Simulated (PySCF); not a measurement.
**AlSiH3OF2 (SMILES [F][Al]([F])[O][SiH3]) at 6 levels**

We compute a comparison of 6 runs (HF/3-21G, HF/def2-SVP, B3LYP/6-31G*, TPSSh/def2-TZVP, MP2/3-21G, CCSD/6-311G**) of AlSiH3OF2. 

Program for the calculation: PySCF 2.14.0.

### 1 The molecule

The species is AlSiH3OF2 (8 atoms), meant as a singlet with charge 0. As SMILES, `[F][Al]([F])[O][SiH3]`. The shape is that of a PBE0-D4/def2-TZVP optimisation.

Bond lengths: F1–Al2 1.634 Å, Al2–F3 1.634 Å, Al2–O4 1.656 Å, O4–Si5 1.630 Å, Si5–H6 1.485 Å, Si5–H7 1.485 Å, Si5–H8 1.485 Å. Angles: F1–Al2–F3 117.9°, F1–Al2–O4 121.1°, F3–Al2–O4 121.1°, Al2–O4–Si5 178.6°, O4–Si5–H6 109.7°, O4–Si5–H7 109.8°, O4–Si5–H8 109.4°, H6–Si5–H7 109.2°, H6–Si5–H8 109.4°, H7–Si5–H8 109.3°.

### 2 Energy and gradient at HF/3-21G (run 1)

run.py reads:

```python
from pyscf import gto

mol = gto.M(
    atom=[
    ('F', (1.804800, -1.724100, 1.720400)),
    ('Al', (0.792000, -1.595300, 0.444600)),
    ('F', (0.487500, -2.943200, -0.427700)),
    ('O', (0.097200, -0.144800, 0.048300)),
    ('Si', (-0.610500, 1.263800, -0.365200)),
    ('H', (-0.891200, 2.060200, 0.856600)),
    ('H', (-1.885900, 0.995600, -1.077700)),
    ('H', (0.298200, 2.030600, -1.255200)),
],
    max_memory=1860,
    charge=0,
    spin=0,
    verbose=4,
    basis='3-21g',
)

mf = mol.RHF()
mf.conv_tol = 1e-10
mf.kernel()
if not mf.converged:
    mf = mf.newton().run(mf.mo_coeff, mf.mo_occ)

etot = mf.e_tot
print('Final energy', etot)
grad = mf.nuc_grad_method().kernel()
dip = mf.dip_moment()
pop, q = mf.mulliken_pop()
```

On the command line:

```bash
$ OMP_NUM_THREADS=1 python run.py
```

Standard output:

```text
PySCF version 2.14.0

[... 62 lines left out ...]
converged SCF energy = -802.252642744811
Final energy -802.2526427448108
[... 11 lines left out ...]
Dipole moment(X, Y, Z, Debye): -0.78080,  1.55624, -0.44873
[... 68 lines left out ...]
charge of    7H =     -0.24310
```

Run time: 2.4 s. Hardware: 1 thread of Intel Xeon at 2.70GHz, shared host; peak memory 0.13 GiB.

### 3 Energy and forces at HF/def2-SVP (run 2)

input.py reads:

```python
from pyscf import gto

mol = gto.M(
    atom='''
F      3.410578    -3.258077     3.251085
Al     1.496663    -3.014680     0.840172
F      0.921241    -5.561842    -0.808236
O      0.183681    -0.273632     0.091274
Si    -1.153678     2.388236    -0.690128
H     -1.684124     3.893214     1.618739
H     -3.563834     1.881411    -2.036558
H      0.563516     3.837278    -2.371984
''',
    verbose=3,
    max_memory=1860,
    charge=0,
    spin=0,
    basis='def2-svp',
    unit='bohr',
)

myscf = mol.RHF()
myscf.conv_tol = 1e-10
myscf.kernel()
if not myscf.converged:
    myscf = myscf.newton().run(myscf.mo_coeff, myscf.mo_occ)

etot = myscf.e_tot
print('E = %.10f Eh' % etot)
grad = myscf.nuc_grad_method().kernel()
dip = myscf.dip_moment()
pop, q = myscf.mulliken_pop()
```

On the command line:

```bash
$ OMP_NUM_THREADS=1 python input.py
```

Standard output:

```text
converged SCF energy = -806.205756889655
[... 9 lines left out ...]
Dipole moment(X, Y, Z, Debye): -0.65496,  1.31493, -0.37221
[... 102 lines left out ...]
charge of    7H =     -0.18067
```

It took 11 s on 1 thread of Intel Xeon at 2.70GHz, shared host; peak memory 0.19 GiB.

### 4 Energy and gradient at B3LYP/6-31G(d) (Cartesian functions) (run 3)

calc.py reads:

```python
# [F][Al]([F])[O][SiH3]
from pyscf import gto, dft

molecule = gto.M(
    atom='''
F      3.410578    -3.258077     3.251085
Al     1.496663    -3.014680     0.840172
F      0.921241    -5.561842    -0.808236
O      0.183681    -0.273632     0.091274
Si    -1.153678     2.388236    -0.690128
H     -1.684124     3.893214     1.618739
H     -3.563834     1.881411    -2.036558
H      0.563516     3.837278    -2.371984
''',
    cart=True,
    verbose=3,
    basis='6-31g*',
    charge=0,
    max_memory=1860,
    unit='bohr',
    spin=0,
)

calc0 = dft.RKS(molecule, xc='b3lyp')
calc0.grids.level = 5
calc0.conv_tol = 1e-10
calc0.kernel()
if not calc0.converged:
    calc0 = calc0.newton().run(calc0.mo_coeff, calc0.mo_occ)

e_final = calc0.e_tot
print(f'total energy: {e_final:.8f} hartree')
grad = calc0.nuc_grad_method().kernel()
dip = calc0.dip_moment()
pop, q = calc0.mulliken_pop()
```

On the command line:

```bash
$ OMP_NUM_THREADS=1 python calc.py
```

Standard output:

```text
converged SCF energy = -808.873528823435
total energy: -808.87352882 hartree
[... 8 lines left out ...]
Dipole moment(X, Y, Z, Debye): -0.56317,  1.14302, -0.32604
[... 98 lines left out ...]
charge of    7H =     -0.09173
```

Wall time 47 s (1 thread of Intel Xeon at 2.70GHz, shared host); peak memory 0.87 GiB.

Runs 4 to 5 aren't shown in full; the table further down has their settings and results.

### 5 The energy at CCSD/6-311G(d,p) (run 6)

calc.py reads:

```python
from pyscf import gto, scf, cc

system = gto.M(
    atom='''
F      3.410578    -3.258077     3.251085
Al     1.496663    -3.014680     0.840172
F      0.921241    -5.561842    -0.808236
O      0.183681    -0.273632     0.091274
Si    -1.153678     2.388236    -0.690128
H     -1.684124     3.893214     1.618739
H     -3.563834     1.881411    -2.036558
H      0.563516     3.837278    -2.371984
''',
    basis='6-311g**',
    spin=0,
    unit='bohr',
    max_memory=1860,
    verbose=3,
)

myscf = scf.RHF(system)
myscf.conv_tol = 1e-10
myscf.kernel()
if not myscf.converged:
    myscf = myscf.newton().run(myscf.mo_coeff, myscf.mo_occ)

mycc = cc.CCSD(myscf, frozen=13)
mycc.kernel()
e_tot = mycc.e_tot
print('E = %.10f Eh' % e_tot)
myscf.analyze()
```

On the command line:

```bash
$ OMP_NUM_THREADS=1 python calc.py
```

Standard output:

```text
converged SCF energy = -806.680132301517
[... 6 lines left out ...]
MO #4   energy= -26.2624113020113  occ= 2
[... 14 lines left out ...]
MO #19  energy= -0.669262185495392 occ= 2
[... 14 lines left out ...]
MO #34  energy= 0.166244593092209  occ= 0
[... 14 lines left out ...]
MO #49  energy= 0.704686288482476  occ= 0
[... 14 lines left out ...]
MO #64  energy= 1.33276301857251   occ= 0
[... 14 lines left out ...]
MO #79  energy= 2.00283048384353   occ= 0
[... 14 lines left out ...]
MO #94  energy= 4.23403404247357   occ= 0
[... 14 lines left out ...]
MO #109 energy= 6.74842215015564   occ= 0
[... 14 lines left out ...]
MO #124 energy= 143.97000352443    occ= 0
[... 9 lines left out ...]
Dipole moment(X, Y, Z, Debye): -0.71185,  1.43427, -0.40797
```

It took 79 s on 1 thread of Intel Xeon at 2.70GHz, shared host; peak memory 1.6 GiB.

### 6 All runs side by side

| run | level | Cartesian functions | integration grid | energy (Eh) | dipole moment (D) of the reference | HOMO energy (eV) | LUMO energy (eV) | wall time |
| --- | --- | --- | --- | --- | --- | --- | --- | --- |
| 1 | HF/3-21G | no | – | -802.252643 | 1.80 | -12.43 | 2.62 | 2.4 s |
| 2 | HF/def2-SVP | no | – | -806.205757 | 1.52 | -12.69 | 1.94 | 11 s |
| 3 | B3LYP/6-31G* (Cartesian functions) | yes | 5 | -808.873529 | 1.32 | -8.73 | -1.29 | 47 s |
| 4 | TPSSh/def2-TZVP | no | 5 | -809.054211 | 1.20 | -8.46 | -1.51 | 4.1 min |
| 5 | MP2/3-21G | no | – | -802.685707 | 1.80 | -12.43 | 2.62 | 6.6 s |
| 6 | CCSD/6-311G** | no | – | -807.464175 | 1.65 | -12.69 | 2.01 | 79 s |

### 7 What came out

| quantity | value |
| --- | --- |
| run 6: total energy | -807.46418 Eh |
| run 6: dipole moment (Hartree–Fock density) | 1.65 D |
| run 6: HOMO energy (Hartree–Fock orbitals) | -12.69 eV |
| run 6: LUMO energy (Hartree–Fock orbitals) | 2.01 eV |
| run 6: HOMO–LUMO gap (Hartree–Fock orbitals) | 14.71 eV |
| run 6: correlation energy (13 core orbitals frozen) | -784.0 mEh |
| run 6: T1 diagnostic | 0.012 |

**Reading.** Over runs 1, 2, 3, 4 the dipole moment (its size) runs from 1.20 D (TPSSh/def2-TZVP) to 1.80 D (HF/3-21G). The two ends differ in method and basis. Over runs 1, 2, 3, 4 the HOMO–LUMO gap runs from 6.95 eV (TPSSh/def2-TZVP) to 15.05 eV (HF/3-21G). Totals of different functionals can't be ranked against each other. All runs together took 6.6 min, the longest 4.1 min.
